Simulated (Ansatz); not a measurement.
This script drives Ansatz 0.2.0, Python API.

The script, `zeeman_liin.py`:
```python
"""Spin moment of LiIn in a magnetic field."""

import ansatz
import numpy as np


def main() -> None:
    liin = (
        ansatz.Lattice.of((0.0, 3.393, 3.393), (3.393, 0.0, 3.393), (3.393, 3.393, 0.0))
        .atom("Li", (0.5, 0.5, 0.5))
        .atom("Li", (0.75, 0.75, 0.75))
        .atom("In", (0.0, 0.0, 0.0))
        .atom("In", (0.25, 0.25, 0.25))
    )

    setup = (
        liin.calculation()
        .functional("PBEsol", dispersion="d3bj")
        .pseudopotentials("nc")
        .accuracy("low")
        .kpoints(4, 4, 4, center="gamma")  # the mesh must be finer for metals
        .occupations("methfessel_paxton", width=0.01)  # the run then minimises F = E - TS
        .mixing("anderson", ndim=6, beta=0.6)
        .scf(extra_bands=12)
        .spin("collinear")  # spin-polarised run
    )
    # the field acts on the spins alone; such large fields lift the response over the noise
    rows = []
    for tesla in [-200, 0, 200]:
        r = (setup.magnetic_field(tesla) if tesla else setup).run(threads=1).report
        rows.append((tesla, r["magnetization_mub"], r["free_energy_ev"], r["components"].get("e_zeeman", 0.0)))
    for row in rows:
        print("; ".join(f"{name} = {round(v, 4) if isinstance(v, float) else v}" for name, v in zip(["B (T)", "moment muB", "F eV", "Zeeman term eV"], row)))
    slope = np.polyfit([row[0] for row in rows], [row[1] for row in rows], 1)[0]
    print(f"dM/dB = {1000 * slope:.4f} muB per 1000 T per cell")


if __name__ == "__main__":
    main()
```

It is started by `python zeeman_liin.py`. Estimate its wall time and peak memory on 1 thread of Arm Neoverse V1, with other jobs on the host.

It took about 38 s, with a peak of 0.5 GiB, for 3 runs of the engine.

```console
$ python zeeman_liin.py
DeckWarning: basis.ecutwfc = 1006.821291 eV, auto-derived from the records' recommended cutoffs: set by Li (normal level)
RunWarning: this spin-polarised run has no starting moment large enough to seed its density, so its SCF can try parallel moments of its own, which can die out, and starts no order whose moments [...]
B (T) = -200; moment muB = -0.0938; F eV = -3999.5778; Zeeman term eV = -0.0011
B (T) = 0; moment muB = 0.0; F eV = -3999.5757; Zeeman term eV = 0.0
B (T) = 200; moment muB = 0.0938; F eV = -3999.5778; Zeeman term eV = -0.0011
dM/dB = 0.4688 muB per 1000 T per cell
```
(Warnings from the package without file and line, shortened.)

The settings weren't tested for convergence. Dispersion corrections can be off by several per cent in the lattices of metals, and by several GPa in the pressure at a fixed cell. The mesh is modest for a metal, so energies can be off by several to tens of meV an atom and pressures by half a GPa or more; differences at equal mesh fare better. The starting cell is as deposited in a crystallographic database; the results hold for this polymorph, which needn't be the stable one. Orbital magnetism is left out. The response of a metal hangs strongly on mesh and smearing, and a straight-line fit holds only where the moment is linear in the field.

(Lines on the test bed's own set-up are left out of the output.)
